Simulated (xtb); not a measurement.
**GFN1-xTB run of InAlSiNH6F (SMILES [F][AlH][N]([SiH3])[InH2])**

Wanted: an optimisation with harmonic vibrations of InAlSiNH6F. 

The results are computed with xtb 6.7.1.

20 further runs of the same task are left out: 20 set aside as unsound or not needed.

**1. Starting point**

InAlSiNH6F: 11 atoms, total charge 0, spin state singlet. As SMILES, `[F][AlH][N]([SiH3])[InH2]`. Geometry: a GFN2-xTB relaxation, a rough one for these elements and not checked as a minimum. This is one conformer, not always the lowest. The run starts from this shape.

Bond lengths: F1–Al2 1.648 Å, Al2–N3 1.782 Å, N3–Si4 1.742 Å, N3–In5 2.069 Å, Al2–H6 1.528 Å, Si4–H7 1.478 Å, Si4–H8 1.482 Å, Si4–H9 1.469 Å, In5–H10 1.731 Å, In5–H11 1.717 Å. Some angles: F1–Al2–N3 126.6°, Al2–N3–Si4 140.6°, Al2–N3–In5 102.8°, Si4–N3–In5 116.5°, F1–Al2–H6 116.6°, N3–Al2–H6 116.5°, N3–Si4–H7 110.0°, N3–Si4–H8 107.9°, N3–Si4–H9 107.1°, N3–In5–H10 114.6°.

**2. An optimisation with harmonic vibrations at GFN1-xTB**

detailed.inp

```
$chrg 0
$spin 0
$end
```

mol.xyz

```xyz
11
AlFH6InNSi
F      1.25009000     2.11012000     2.07685000
Al     0.39555000     1.70739000     0.72645000
N     -0.08738000     0.06703000     0.22505000
Si    -1.08559000    -1.26149000     0.74827000
In     0.88275000    -0.16374000    -1.58781000
H      0.09047000     2.83901000    -0.25451000
H     -0.23799000    -2.36551000     1.24475000
H     -1.85722000    -1.73958000    -0.42339000
H     -1.97220000    -0.74861000     1.80066000
H      2.13979000     0.98850000    -1.88466000
H      0.48174000    -1.43313000    -2.67166000
```

Started as:

```console
$ xtb mol.xyz --ohess vtight --input detailed.inp --gfn 1 --parallel 1 | tee xtb.out
```

**Question.** What will come out? Wanted: total energy at the end; dipole moment; HOMO energy; LUMO energy; HOMO–LUMO gap; dispersion energy; lowest harmonic wavenumber; highest harmonic wavenumber.

Computed results:

Level: GFN1-xTB.

| quantity | value |
| --- | --- |
| total energy at the end | -16.34184 Eh |
| dipole moment | 2.55 D |
| HOMO energy | -10.31 eV |
| LUMO energy | -6.21 eV |
| HOMO–LUMO gap | 4.11 eV |
| dispersion energy | -10.44 kJ/mol |
| lowest harmonic wavenumber | 50i cm⁻¹ (imaginary) |
| highest harmonic wavenumber | 2117 cm⁻¹ |

At the final geometry: Bond lengths: F1–Al2 1.663 Å, Al2–N3 1.827 Å, N3–Si4 1.706 Å, N3–In5 2.172 Å, Al2–H6 1.512 Å, Si4–H7 1.464 Å, Si4–H8 1.463 Å, Si4–H9 1.466 Å, In5–H10 1.708 Å, In5–H11 1.711 Å. Some angles: F1–Al2–N3 117.4°, Al2–N3–Si4 119.0°, Al2–N3–In5 115.4°, Si4–N3–In5 125.3°, F1–Al2–H6 112.0°, N3–Al2–H6 130.6°, N3–Si4–H7 114.0°, N3–Si4–H8 109.8°, N3–Si4–H9 111.4°, N3–In5–H10 117.0°. 1 mode is imaginary (lowest 50i cm⁻¹): a first-order saddle point. Mulliken charges run from -0.47 on N3 to +0.52 on Al2.
